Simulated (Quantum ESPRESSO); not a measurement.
**HfB under changes of volume**

One of the cells (12.326 Å³/atom); the others are scaled copies at fixed shape and fractional positions:

```xyz
2
Lattice="0.0000 2.3100 2.3100 2.3100 0.0000 2.3100 2.3100 2.3100 0.0000" Properties=species:S:1:pos:R:3 pbc="T T T"
Hf    2.3100    2.3100    2.3100
B     0.0000    0.0000    0.0000
```

| Quantity | Value |
| --- | --- |
| Program | Quantum ESPRESSO 7.5 |
| Functional | PBE |
| Potentials or basis | SSSP 1.3 efficiency PBE |
| Cutoff | 816 eV |
| Density cutoff | 5987 eV |
| k mesh | 10 × 10 × 10 |
| Occupations | fermi-dirac, width 0.05 eV |
| Spin | no spin polarisation |

```csv
volume (Å³/atom),energy over the lowest point (meV/atom),pressure (GPa)
11.587,289.24,49.9
11.833,218.04,42.9
12.080,157.14,36.5
12.326,105.66,30.7
12.573,?,?
12.819,27.79,20.4
13.066,0.00,15.9
```

What does the run at 12.573 Å³/atom give?

Energy over the lowest point 62.78 meV/atom; pressure 25.3 GPa.

Worked out: A Birch-Murnaghan fit of order 3 (a polynomial in V^(-2/3)) to the other rows has no minimum within the range. It gives 62.72 meV/atom at 12.573 Å³/atom, against the run's 62.78, and -dE/dV = 25.2 GPa, against 25.3.

Energies are extrapolated to zero smearing.
